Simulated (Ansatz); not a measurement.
C₂H₅AsBNS, SMILES CSB([AsH2])C#N, a single point in a Gaussian basis

Program: the Python package of Ansatz (0.2.0).

Run as a notebook:

**Cell 1**
```python
import ansatz
import numpy as np
```

**Cell 2**
```python
BASIS = "6-31G*"
LEVEL = "mp2"
```

**Cell 3**
```python
GEOMETRY = """
C    -1.87350   -0.49530    0.09220
S    -0.55930   -0.37230    1.34510
B     0.67690    0.43500    0.17010
As    1.92350   -0.71860   -0.95970
C     0.74180    1.96330    0.05960
N     0.79040    3.11630   -0.02390
H    -2.76690   -0.96490    0.55240
H    -1.53690   -1.12630   -0.75730
H    -2.15110    0.51520   -0.27490
H     3.15560   -0.34700   -0.07160
H     1.59950   -2.00520   -0.13200
"""
```

**Cell 4**
```python
geometry = ansatz.Crystal.molecule()
for line in GEOMETRY.strip().splitlines():
    symbol, *xyz = line.split()
    geometry = geometry.atom(symbol, [float(v) for v in xyz])
```

**Cell 5**
```python
job = geometry.calculation()
job = job.basis(gaussian=BASIS).correlation(LEVEL)
job = job.forces()
result = job.run(threads=1)
summary = result.report
```

**Cell 6**
```python
summary["published_state_doubts"]
```
Output:
```text
[]
```

**Cell 7**
```python
summary["reference_energy_ev"]
```
Output:
```text
-75897.70090631739
```

**Cell 8**
```python
for key in ("converged", "free_energy_ev", "reference_energy_ev", "n_frozen", "n_occupied", "n_virtual"):
    print(f"{key:22s} {summary[key]}")

print("correlation energy", round(summary["free_energy_ev"] - summary["reference_energy_ev"], 5), "eV")
cluster = summary["correlation"].get("coupled_cluster")
if cluster:
    print("cycles", cluster["cycles"], " T1 diagnostic", round(cluster["t1_diagnostic"], 4), " largest double", round(cluster["largest_double"], 4))
```
Output:
```text
converged              True
free_energy_ev         -75921.41278577673
reference_energy_ev    -75897.70090631739
n_frozen               18
n_occupied             [21, 21]
n_virtual              [85, 85]
correlation energy -23.71188 eV
```

**Cell 9**
```python
field = summary["mean_field"]
print("<S^2> =", round(abs(field["state"]["spin_squared"]), 4), " all-electron relativity setting:", field["relativity"])
print("passes:", field["passes"])
if "symmetry" in field:
    print("occupied orbitals by irrep:", field["symmetry"]["occupied"])
```
Output:
```text
<S^2> = 0.0  all-electron relativity setting: none
passes: {'evaluations': 11, 'products': 54}
occupied orbitals by irrep: [{'A': 39}, {'A': 39}]
```

**Cell 10**
```python
symbols = [site.symbol for site in geometry.cartesian_sites]
print("forces (eV/A)")
for symbol, f in zip(symbols, summary["forces_ev_ang"]):
    print(f"  {symbol:2s} {f[0]:9.4f} {f[1]:9.4f} {f[2]:9.4f}")
```
Output:
```text
forces (eV/A)
  C    -0.4430    0.1181   -0.7476
  S     0.5111    0.4197   -0.2454
  B    -0.2770   -0.6227    0.6612
  As    0.2401   -0.4220    0.8608
  C    -0.1765   -3.3320    0.2191
  N     0.1525    3.2962   -0.2544
  H     0.5776    0.2602   -0.1441
  H    -0.3289    0.3395    0.4178
  H     0.0337   -0.6314    0.1373
  H    -0.5053   -0.0263   -0.4469
  H     0.2156    0.6006   -0.4577
```

**Cell 11**
```python
charges = summary["charge_distribution"]
print("dipole moment", round(4.803205 * float(np.linalg.norm(charges["dipole_moment_e_ang"])), 3), "D")
print("Mulliken:", [(s, round(q, 3)) for s, q in zip(symbols, charges["mulliken_charges_e"])])
```
Output:
```text
dipole moment 2.89 D
Mulliken: [('C', -0.634), ('S', 0.025), ('B', 0.089), ('As', -0.098), ('C', 0.134), ('N', -0.265), ('H', 0.218), ('H', 0.197), ('H', 0.205), ('H', 0.07), ('H', 0.061)]
```

What to keep in mind:
- Total energies depend on the basis set; only differences at equal settings carry meaning.
- The geometry is a force-field or estimated start, not a minimum of this method, and the basis set is short of its limit.
- Inner cores stay frozen; a filled d shell under the valence of the heavier atoms is correlated with it.
- S² is that of the Hartree-Fock reference.
- The whole script took 8.9 s on 1 thread of Intel(R) Xeon(R) Platinum 8488C (Sapphire Rapids), with other jobs on the host, peak memory 0.42 GiB.

(Lines on the test bed's own set-up are left out of the output.)
